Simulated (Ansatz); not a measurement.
# F4W (W(F)4): the cost of one run

The runs use Ansatz 0.2.0; DFT PBE, plane waves, PAW, molecule in a box with 9 Å of vacuum.

2 further runs of the same task are left out: 2 for a known fault of the program.

### 1 Where the work starts

5 atoms, charge 0, spin multiplicity 1.

Bond lengths: W1–F2 1.832 Å, W1–F3 1.832 Å, W1–F4 1.832 Å, W1–F5 1.832 Å. Angles: F2–W1–F3 92.1°, F2–W1–F4 157.7°, F2–W1–F5 92.1°, F3–W1–F4 92.1°, F3–W1–F5 157.7°, F4–W1–F5 92.1°.

Coordinates:

```
W     0.0000    0.0000    0.0000
F     1.7980    0.0000    0.3536
F     0.0000    1.7980   -0.3536
F    -1.7980    0.0000    0.3536
F     0.0000   -1.7980   -0.3536
```

Formal oxidation states: W +4. An earlier session relaxed this geometry at PBE0, W def2-SVP with ECP60, F def2-SVP (singlet, point group D2d).

### 2 Scalar-relativistic

input.yaml

```yaml
crystal:
  lattice:
    - [12.6, 0.0, 0.0]
    - [0.0, 12.6, 0.0]
    - [0.0, 0.0, 9.71]
  atoms:
    - { symbol: W, position: [0.49984524, 0.49984524, 0.49985376] }
    - { symbol: F, position: [0.64254762, 0.49984524, 0.53626777] }
    - { symbol: F, position: [0.49984524, 0.64254762, 0.46343975] }
    - { symbol: F, position: [0.35714286, 0.49984524, 0.53626777] }
    - { symbol: F, position: [0.49984524, 0.35714286, 0.46343975] }
basis:
  ecutwfc: 420
  ecutrho_ratio: 4
kpoints:
  mp_grid: { grid: [1, 1, 1] }
hamiltonian:
  xc: pbe
scf:
  occupations: { method: gaussian, width: 0.01 }
output:
  forces: true
  eigenvalues: true
  populations: true
```

Launch:

```bash
$ ansatz run input.yaml --threads 2 --pin off --max-ram 5120MiB --backend cpu --events-out ev --progress --plain --runs-dir out
```

Q: Estimate wall time and peak memory on 2 threads of Arm Neoverse N1, shared host.

About 5.5 s, with a peak of 0.86 GiB.
